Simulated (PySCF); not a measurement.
**CH5InS (SMILES [CH3][InH][SH]): levels of theory compared**

Wanted: a comparison of 3 runs (HF/def2-SVP, CAM-B3LYP/3-21G, PBE0/def2-SVP) of CH5InS. 

Program for the calculation: PySCF 2.14.0.

### 1 The system as given

The species is CH5InS (8 atoms), meant as a singlet with charge 0. As SMILES, `[CH3][InH][SH]`. The shape is that of a PBE0-D4/def2-TZVP optimisation. This is one conformer, not always the lowest.

Bond lengths: C1–In2 2.143 Å, In2–S3 2.399 Å, C1–H4 1.092 Å, C1–H5 1.090 Å, C1–H6 1.091 Å, In2–H7 1.716 Å, S3–H8 1.343 Å. Angles: C1–In2–S3 116.6°, C1–In2–H7 130.3°, S3–In2–H7 113.2°, In2–C1–H4 109.4°, In2–C1–H5 110.4°, In2–C1–H6 110.4°, In2–S3–H8 94.4°, H4–C1–H5 108.9°, H4–C1–H6 108.2°, H5–C1–H6 109.4°.

### 2 Energy and forces at HF/def2-SVP (core potential) (run 1)

geometry.xyz reads:

```xyz
8
CH5InS
C     -0.661300     1.040200     0.284300
In     0.667900    -0.248300    -0.795100
S      1.026600    -2.433900     0.126500
H     -1.610700     1.111900    -0.250200
H     -0.848000     0.644600     1.282200
H     -0.238500     2.042400     0.365100
H      1.535700     0.021100    -2.250600
H      0.220400    -2.235100     1.182000
```

calc.py reads:

```python
import pyscf.grad
from pyscf import gto

system = gto.M(
    atom='geometry.xyz',
    max_memory=1860,
    verbose=4,
    basis='def2-svp',
    charge=0,
    ecp={'In': 'def2-svp'},
)

mf = system.RHF()
mf.conv_tol = 1e-10
mf.kernel()
if not mf.converged:
    mf = mf.newton().run(mf.mo_coeff, mf.mo_occ)

e_final = mf.e_tot
print('Final energy', e_final)
grad = mf.Gradients().kernel()
mf.analyze()
```

Command:

```
$ OMP_NUM_THREADS=1 python calc.py
```

The program printed:

```text
PySCF version 2.14.0

[... 88 lines left out ...]
MO #3   energy= -8.92793819821372  occ= 2
[... 15 lines left out ...]
MO #19  energy= -0.556575096491606 occ= 2
[... 15 lines left out ...]
MO #35  energy= 0.331354614430425  occ= 0
[... 15 lines left out ...]
MO #51  energy= 0.941603480722109  occ= 0
[... 15 lines left out ...]
MO #67  energy= 2.01664066641177   occ= 0
[... 15 lines left out ...]
MO #83  energy= 61.6758302851239   occ= 0
[... 94 lines left out ...]
Dipole moment(X, Y, Z, Debye): -1.23064,  2.31708,  0.25947
```

Wall time 7.5 s (1 thread of Intel Xeon at 2.70GHz, shared host); peak memory 0.17 GiB.

### 3 Energy and forces at CAM-B3LYP/3-21G (run 2)

calc.py reads:

```python
# [CH3][InH][SH]
from pyscf import gto, dft

mol = gto.M(
    atom='''
C     -1.249676     1.965693     0.537249
In     1.262148    -0.469219    -1.502521
S      1.939993    -4.599404     0.239050
H     -3.043782     2.101186    -0.472809
H     -1.602488     1.218117     2.423007
H     -0.450700     3.859577     0.689939
H      2.902052     0.039873    -4.253018
H      0.416496    -4.223727     2.233656
''',
    max_memory=1860,
    charge=0,
    verbose=4,
    basis='3-21g',
    unit='bohr',
    spin=0,
)

myscf = dft.RKS(mol)
myscf.xc = 'cam-b3lyp'
myscf.conv_tol = 1e-10
myscf.grids.level = 5
myscf.kernel()
if not myscf.converged:
    myscf = myscf.newton().run(myscf.mo_coeff, myscf.mo_occ)

etot = myscf.e_tot
print('Final energy', etot)
grad = myscf.nuc_grad_method().kernel()
dip = myscf.dip_moment()
pop, q = myscf.mulliken_pop()
```

Command:

```
$ OMP_NUM_THREADS=1 python calc.py
```

The program printed:

```text
PySCF version 2.14.0

[... 76 lines left out ...]
converged SCF energy = -6154.53802678465
Final energy -6154.538026784653
[... 12 lines left out ...]
Dipole moment(X, Y, Z, Debye): -1.56364,  2.91634,  0.33624
[... 72 lines left out ...]
charge of    7H =      0.06658
```

It took 26 s on 1 thread of Intel Xeon at 2.70GHz, shared host; peak memory 0.63 GiB.

### 4 Energy and gradient at PBE0/def2-SVP (core potential) (run 3)

start.xyz reads:

```xyz
8

C     -0.661300     1.040200     0.284300
In     0.667900    -0.248300    -0.795100
S      1.026600    -2.433900     0.126500
H     -1.610700     1.111900    -0.250200
H     -0.848000     0.644600     1.282200
H     -0.238500     2.042400     0.365100
H      1.535700     0.021100    -2.250600
H      0.220400    -2.235100     1.182000
```

calc.py reads:

```python
# [CH3][InH][SH]
import pyscf.grad
from pyscf import gto, dft

system = gto.Mole()
system.atom = 'start.xyz'
system.verbose = 3
system.basis = 'def2-svp'
system.max_memory = 1860
system.ecp = {'In': 'def2-svp'}
system.build()

mf = dft.RKS(system)
mf.xc = 'pbe0'
mf.grids.level = 5
mf.conv_tol = 1e-10
mf.kernel()
if not mf.converged:
    mf = mf.newton().run(mf.mo_coeff, mf.mo_occ)

e_final = mf.e_tot
print(f'total energy: {e_final:.8f} hartree')
grad = mf.Gradients().kernel()
dip = mf.dip_moment()
pop, q = mf.mulliken_pop()
```

Command:

```
$ OMP_NUM_THREADS=1 python calc.py
```

The program printed:

```text
converged SCF energy = -629.104316619604
total energy: -629.10431662 hartree
[... 8 lines left out ...]
Dipole moment(X, Y, Z, Debye): -1.22997,  2.05030,  0.42307
[... 92 lines left out ...]
charge of    7H =      0.08671
```

Run time: 27 s. Hardware: 1 thread of Intel Xeon at 2.70GHz, shared host; peak memory 0.81 GiB.

### 5 The series

```
run                           level  core potential  integration grid   energy (Eh)  dipole moment (D)  HOMO energy (eV)  LUMO energy (eV)  wall time
  1    HF/def2-SVP (core potential)        def2-svp                 –   -627.377591               2.64             -9.80              1.32      7.5 s
  2                 CAM-B3LYP/3-21G               –                 5  -6154.538027               3.33             -8.47             -0.45       26 s
  3  PBE0/def2-SVP (core potential)        def2-svp                 5   -629.104317               2.43             -7.09             -1.21       27 s
```

### 6 Summary of results

```
                       quantity          value
            run 3: total energy  -629.10432 Eh
           run 3: dipole moment         2.43 D
             run 3: HOMO energy       -7.09 eV
             run 3: LUMO energy       -1.21 eV
           run 3: HOMO–LUMO gap        5.88 eV
run 3: largest force on an atom     0.322 eV/Å
```

The dipole moment (its size) runs from 2.43 D (PBE0/def2-SVP) to 3.33 D (CAM-B3LYP/3-21G). The two ends differ in method and basis and core potential. The HOMO–LUMO gap runs from 5.88 eV (PBE0/def2-SVP) to 11.11 eV (HF/def2-SVP). Exact exchange widens orbital gaps. Totals of different functionals can't be ranked against each other. Some runs of one species differ in core potentials or relativity; totals across that change don't compare. In run 2 relativity is left out where basis or elements ask for it. All runs together took 61 s, the longest 27 s.
